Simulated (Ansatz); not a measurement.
**TaBi (zincblende): how the settings move a single-point run**

Question: which choices in the input matter for TaBi (zincblende)?

Computed with Ansatz 0.2.0 (reference: DFT PBE, scalar-relativistic, plane waves, PAW, unless a step's input says otherwise).

1 further run of the same task is left out (it didn't finish). Runs told in other sessions of the task aren't counted.

**1. Starting point**

The structure is cubic, space group F-43m (No. 216). The conventional cell has a = 6.461 Å, b = 6.461 Å, c = 6.461 Å, α = 90.00°, β = 90.00°, γ = 90.00°. Ta (site symmetry -43m) is surrounded by 4 Bi at 2.80 Å. Around Bi (site symmetry -43m) lie 4 Ta at 2.80 Å.

As a file:

```
CELL_PARAMETERS angstrom
0.00000 3.23048 3.23048
3.23048 0.00000 3.23048
3.23048 3.23048 0.00000
ATOMIC_POSITIONS crystal
Ta 0.00000 0.00000 0.00000
Bi 0.25000 0.25000 0.25000
```

**2. Baseline**

File input.yaml:

```yaml
crystal:
  lattice:
    - [0.0, 3.2304824722, 3.2304824722]
    - [3.2304824722, 0.0, 3.2304824722]
    - [3.2304824722, 3.2304824722, 0.0]
  atoms:
    - { symbol: Ta, position: [0.0, 0.0, 0.0] }
    - { symbol: Bi, position: [0.25, 0.25, 0.25] }
basis:
  ecutwfc: 420
  ecutrho_ratio: 4
kpoints:
  mp_grid: { grid: [10, 10, 10] }
hamiltonian:
  xc: pbe
scf:
  occupations: { method: gaussian, width: 0.05 }
output:
  forces: true
  stress: true
  eigenvalues: true
```

On the command line:

```
$ ansatz run input.yaml --threads 2 --pin off --max-ram 2662MiB --backend cpu --events-out ev --progress --plain --runs-dir out
```

**3. Changing settings: dr2_threshold 1.0e-05, scf.algorithm direct_min**

input.yaml: that of step 2 with these lines changed.

```diff
@@ -17,2 +17,4 @@
   occupations: { method: gaussian, width: 0.05 }
+  convergence: { dr2_threshold: 1.0e-05 }
+  algorithm: direct_min
 output:
@@ -20,2 +22 @@
   stress: true
-  eigenvalues: true
```

**4. Changed: mp_grid.grid [15, 15, 15], occupations.width 0.1, preconditioner kerker_dos**

input.yaml: that of step 2 with these lines changed.

```diff
@@ -12,3 +12,3 @@
 kpoints:
-  mp_grid: { grid: [10, 10, 10] }
+  mp_grid: { grid: [15, 15, 15] }
 hamiltonian:
@@ -16,3 +16,4 @@
 scf:
-  occupations: { method: gaussian, width: 0.05 }
+  occupations: { method: gaussian, width: 0.1 }
+  mixing: { preconditioner: kerker_dos }
 output:
@@ -20,2 +21 @@
   stress: true
-  eigenvalues: true
```

**5. Changing settings: symmetry.detect false, mp_grid.shift [0.5, 0.5, 0.5]**

input.yaml: that of step 2 with these lines changed.

```diff
@@ -8,2 +8,3 @@
     - { symbol: Bi, position: [0.25, 0.25, 0.25] }
+  symmetry: { detect: false }
 basis:
@@ -12,3 +13,3 @@
 kpoints:
-  mp_grid: { grid: [10, 10, 10] }
+  mp_grid: { grid: [10, 10, 10], shift: [0.5, 0.5, 0.5] }
 hamiltonian:
@@ -20,2 +21,5 @@
   stress: true
-  eigenvalues: true
+  write_density: true
+  write_potential: true
+  elf: true
+  volumetric_format: npy
```

**Question.** What will these runs give? Wanted: for each run, ending; energy change; pressure; gap; force.

The runs gave:

```csv
run,ending,energy change,pressure (GPa),gap (eV),force (eV/Å),cycles,time
reference,converged,0,0.0,0.00,0.00,6,2.4 s
"1: dr2_threshold 1.0e-05, scf.algorithm direct_min",converged,0.0 meV/atom,0.0,0.00,0.00,3,4.3 s
"2: mp_grid.grid [15, 15, 15], occupations.width 0.1, preconditioner kerker_dos",converged,-0.7 meV/atom (σ→0),0.0,0.00,0.00,8,5.7 s
"3: symmetry.detect false, mp_grid.shift [0.5, 0.5, 0.5]",converged,-1.0 meV/atom,0.0,0.00,0.02,7,35 s
```

Times don't compare one to one where runs were asked for different outputs or read a saved state (see the inputs); cycles may leave out searches for a lower state.

Residual by cycle in the longest SCF loop of each run; runs are numbered as in the table. The quantity is the density residual dr2, in eV.

```csv
cycle,reference,run 1,run 2,run 3
1,0.00398,0.0039,0.00536,0.00505
2,3.8e-4,3.6e-5,0.00298,4.9e-4
3,3.1e-5,3.3e-6,3.3e-4,7.9e-5
4,5.6e-6,-,8.5e-5,1.5e-5
5,5.1e-7,-,2.3e-5,1.4e-6
6,2.6e-8,-,3.2e-6,1.4e-7
7,-,-,3.2e-7,1.0e-8
8,-,-,7.8e-8,-
```

What this shows: The table holds what each change does; none stands out.
